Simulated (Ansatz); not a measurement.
**ClGeH₆Si radical (built from SMILES [GeH3].[SiH3]Cl): a reaction path by the nudged elastic band**

Aim: the minimum-energy path between two given structures and its highest point. Both ends were relaxed at PBE0-D4 in triple zeta.

Program: Ansatz 0.2.0, Gaussian basis. Level of theory: PBE0-D4/def2-SVP, unrestricted. These are calculated values, not measurements.

23 further runs of the same task are left out: 1 that didn't finish, 22 set aside as unsound or not needed.

## Step 1: Where the work starts

The first end: 9 atoms, charge 0, spin multiplicity 2.

Atoms are counted from 1 here; the program's logs count them from 0.

Bond lengths: Cl1–Si2 2.055 Å, Si2–H4 1.481 Å, Si2–H5 1.481 Å, Si2–H6 1.481 Å, Ge3–H7 1.539 Å, Ge3–H8 1.539 Å, Ge3–H9 1.539 Å. Angles: Cl1–Si2–H4 108.5°, Cl1–Si2–H5 108.5°, Cl1–Si2–H6 108.5°, H4–Si2–H5 110.4°, H4–Si2–H6 110.4°, H5–Si2–H6 110.4°, H7–Ge3–H8 111.0°, H7–Ge3–H9 111.0°, H8–Ge3–H9 111.0°.

Coordinates:

```xyz
9
ClGeH6Si
Cl    0.2376   -0.7404    0.3562
Si    0.7973   -2.5163    1.2249
Ge   -0.8571    2.7013   -1.3122
H     1.1196   -2.2631    2.6479
H     1.9863   -3.0354    0.5110
H    -0.3293   -3.4707    1.1129
H    -2.3117    2.9943   -0.9025
H     0.0931    3.7991   -0.8010
H    -0.7359    2.5313   -2.8373
```

The second end:

```
Cl   -0.22808    0.66814   -0.29156
Si    0.84621   -2.68433    1.31531
Ge   -0.79930    2.52431   -1.22995
H     1.18273   -2.44949    2.74397
H     2.03596   -3.15229    0.55711
H    -0.28135   -3.64390    1.18381
H    -2.24708    2.81084   -0.81918
H     0.15951    3.60320   -0.71654
H    -0.66871    2.32362   -2.74308
```

## Step 2: The band at PBE0-D4/def2-SVP

Contents of neb/in.yaml:

```yaml
crystal:
  periodic: [false, false, false]
  atoms:
    - {symbol: Cl, position_ang: [0.237559, -0.740373, 0.356214]}
    - {symbol: Si, position_ang: [0.797336, -2.516318, 1.224940]}
    - {symbol: Ge, position_ang: [-0.857112, 2.701257, -1.312221]}
    - {symbol: H, position_ang: [1.119608, -2.263082, 2.647895]}
    - {symbol: H, position_ang: [1.986300, -3.035350, 0.510963]}
    - {symbol: H, position_ang: [-0.329331, -3.470707, 1.112900]}
    - {symbol: H, position_ang: [-2.311700, 2.994298, -0.902454]}
    - {symbol: H, position_ang: [0.093136, 3.799107, -0.801000]}
    - {symbol: H, position_ang: [-0.735898, 2.531269, -2.837336]}
basis:
  gaussian: {orbitals: def2-SVP}
magnetization: {spin_polarized: true, initial_magnetization: 1}
hamiltonian: {xc: pbe0, dispersion: d4}
neb:
  images: 5
  climbing: true
  max_iterations: 40
  initial_path: idpp
  final_atoms:
    - {symbol: Cl, position_ang: [-0.228080, 0.668136, -0.291562]}
    - {symbol: Si, position_ang: [0.846213, -2.684334, 1.315308]}
    - {symbol: Ge, position_ang: [-0.799296, 2.524307, -1.229947]}
    - {symbol: H, position_ang: [1.182725, -2.449485, 2.743975]}
    - {symbol: H, position_ang: [2.035964, -3.152287, 0.557109]}
    - {symbol: H, position_ang: [-0.281347, -3.643898, 1.183813]}
    - {symbol: H, position_ang: [-2.247083, 2.810843, -0.819176]}
    - {symbol: H, position_ang: [0.159515, 3.603200, -0.716543]}
    - {symbol: H, position_ang: [-0.668712, 2.323618, -2.743077]}
```

Run with:

```bash
$ ansatz run in.yaml --threads 8 --pin off --events-out ev --progress --plain --max-ram 19148MiB
```

Standard output:

```text
Functional definition: PBE0
  name "PBE0"
  cite "Adamo & Barone, J. Chem. Phys. 110, 6158 (1999) doi:10.1063/1.478522"
  cite "Perdew, Burke & Ernzerhof, Phys. Rev. Lett. 77, 3865 (1996) doi:10.1103/PhysRevLett.77.3865"
  parent pbe
  parameter a = 0.25
  parameter kappa = 0.804
  parameter beta = 0.06672455060314922
  exchange = (1 - a)*pbe_x(kappa = kappa, mu = beta*pi^2/3) + a*exact_x
  correlation = pbe_c(beta = beta)
1028 factors; integrals over basis functions are off by at most 1.7e-4 eV
mean field evaluation 1: about -76986.8867 eV, gradient 1.0e1 eV
mean field evaluation 2: about -76987.1742 eV, gradient 7.8e0 eV
mean field evaluation 4: about -76987.3061 eV, gradient 2.0e-1 eV
mean field evaluation 8: about -76987.3110 eV, gradient 1.1e-2 eV
mean field -76987.31095864 eV, -2829.2314938563 hartree, gradient 4.7e-5 eV, S^2 0.751843; 0 other end points of the search recorded, 0 dependent functions left out
the calculation of the forces begins
reference -76987.31099341 eV, -2829.2314951341 hartree; 35, 34 occupied and 63, 64 virtual orbitals, 1028 factors
[... from here to the last solve, the lines of the solves are left out (77 solves) ...]
WARN: NEB end point (image 0): max|allowed force component| = 2.859e-1 eV/Å (the criterion of neb.relax_end_points is 1.000e-2). That is over neb.f_tol: it is no minimum, so the barrier can be far off. Relax it first
WARN: NEB end point (image 6): max|allowed force component| = 1.786e-1 eV/Å (the criterion of neb.relax_end_points is 1.000e-2). That is over neb.f_tol: it is no minimum, so the barrier can be far off. Relax it first
NEB iter   1: max|band force component| = 1.866e0 eV/Å  barrier→ = 1.8998 eV  barrier← = 1.5232 eV  Δτ_max = 0.2000 Å  (196 SCF iters)
NEB iter   2: max|band force component| = 1.771e0 eV/Å  barrier→ = 1.3148 eV  barrier← = 0.9382 eV  Δτ_max = 0.2000 Å  (157 SCF iters)
NEB iter   3: max|band force component| = 1.106e0 eV/Å  barrier→ = 0.9253 eV  barrier← = 0.5487 eV  Δτ_max = 0.0999 Å  (145 SCF iters)
NEB iter   4: max|band force component| = 7.547e-1 eV/Å  barrier→ = 0.7415 eV  barrier← = 0.3649 eV  Δτ_max = 0.0939 Å  (145 SCF iters)
NEB iter   5: max|band force component| = 1.008e0 eV/Å  barrier→ = 0.6491 eV  barrier← = 0.2725 eV  CI = image 3  Δτ_max = 0.1001 Å  (134 SCF iters)
NEB iter   6: max|band force component| = 1.802e-1 eV/Å  barrier→ = 0.6808 eV  barrier← = 0.3042 eV  CI = image 3  Δτ_max = 0.0179 Å  (133 SCF iters)
1028 factors; integrals over basis functions are off by at most 1.7e-4 eV
mean field evaluation 640: about -76986.4947 eV, gradient 2.9e-3 eV
mean field -76986.49468930 eV, -2829.2014965116 hartree, gradient 4.5e-6 eV, S^2 0.752603; 0 other end points of the search recorded, 0 dependent functions left out
the calculation of the forces begins
reference -76986.49472434 eV, -2829.2014977992 hartree; 35, 34 occupied and 63, 64 virtual orbitals, 1028 factors
NEB iter   7: max|band force component| = 2.110e-2 eV/Å  barrier→ = 0.6791 eV  barrier← = 0.3025 eV  CI = image 3  CI's point: of a kind that is not told: the force calls were inconclusive, a negative curvature could not be distinguished from the path's own, the only one lies far off the path, or fixed occupations may fill a level only in part  Δτ_max = 0.0000 Å  (994 SCF iters)
Total energy: -76986.74884983 eV, -2829.2108367386 hartree
Atom 0 at    -0.016066     0.034431    -0.006117 Å, force     0.001627    -0.004583     0.001931 eV/Å
Atom 1 at     0.662573    -2.109977     1.039416 Å, force     0.001251    -0.003517     0.001474 eV/Å
Atom 2 at    -0.661846     2.104230    -1.034408 Å, force     0.004994    -0.015984     0.007948 eV/Å
Atom 3 at     0.987224    -1.847568     2.473224 Å, force    -0.006669     0.000910    -0.024747 eV/Å
Atom 4 at     1.860932    -2.614178     0.305087 Å, force    -0.019271     0.010629     0.009821 eV/Å
Atom 5 at    -0.478556    -3.065375     0.917300 Å, force     0.016180     0.019133    -0.000023 eV/Å
Atom 6 at    -2.114755     2.390308    -0.620936 Å, force     0.004737    -0.002368    -0.000412 eV/Å
Atom 7 at     0.295452     3.191042    -0.518587 Å, force    -0.002618    -0.004285    -0.000803 eV/Å
Atom 8 at    -0.535059     1.917187    -2.555079 Å, force    -0.000231     0.000064     0.004812 eV/Å
Dipole moment:    -0.038234     0.123697    -0.062217 e Å
```

Run time: 69 s. Hardware: 8 threads of Arm Neoverse V2, shared host.

The last band:

```
image  path (Å)  energy (kJ/mol)  Cl1–Ge3 (Å)  Cl1–Si2 (Å)
    0      0.00              0.0         3.98         2.05
    1      0.66              0.1         3.52         2.07
    2      1.32              8.0         3.10         2.08
    3      1.98             65.5         2.40         2.48
    4      2.58             41.6         2.18         3.07
    5      3.18             36.0         2.17         3.45
    6      3.78             36.3         2.16         3.87
```

The highest image, 3:

```xyz
9
charge 0, multiplicity 2
Cl   -0.0161    0.0344   -0.0061
Si    0.6626   -2.1100    1.0394
Ge   -0.6618    2.1042   -1.0344
H     0.9872   -1.8476    2.4732
H     1.8609   -2.6142    0.3051
H    -0.4786   -3.0654    0.9173
H    -2.1148    2.3903   -0.6209
H     0.2955    3.1910   -0.5186
H    -0.5351    1.9172   -2.5551
```

## Step 3: Outcome

| quantity | value |
| --- | --- |
| PBE0-D4/def2-SVP, 7 iterations | highest 65.5 kJ/mol (image 3), last end +36.3 kJ/mol |
| from earlier runs: barrier over the separately found saddle, CCSD(T)/def2-TZVPP | 99.1 kJ/mol |

**Reading.** The highest image lies 65.5 kJ/mol above the first end, and it climbed, so it estimates the saddle. The ends are not quite minima at this level (largest force component 0.29 eV/Å), so the heights are unreliable: relaxing the first end would lower it and raise the barrier above it. The highest image is 33.6 kJ/mol below the CCSD(T) barrier in triple zeta, which comes from separate runs on the saddle.
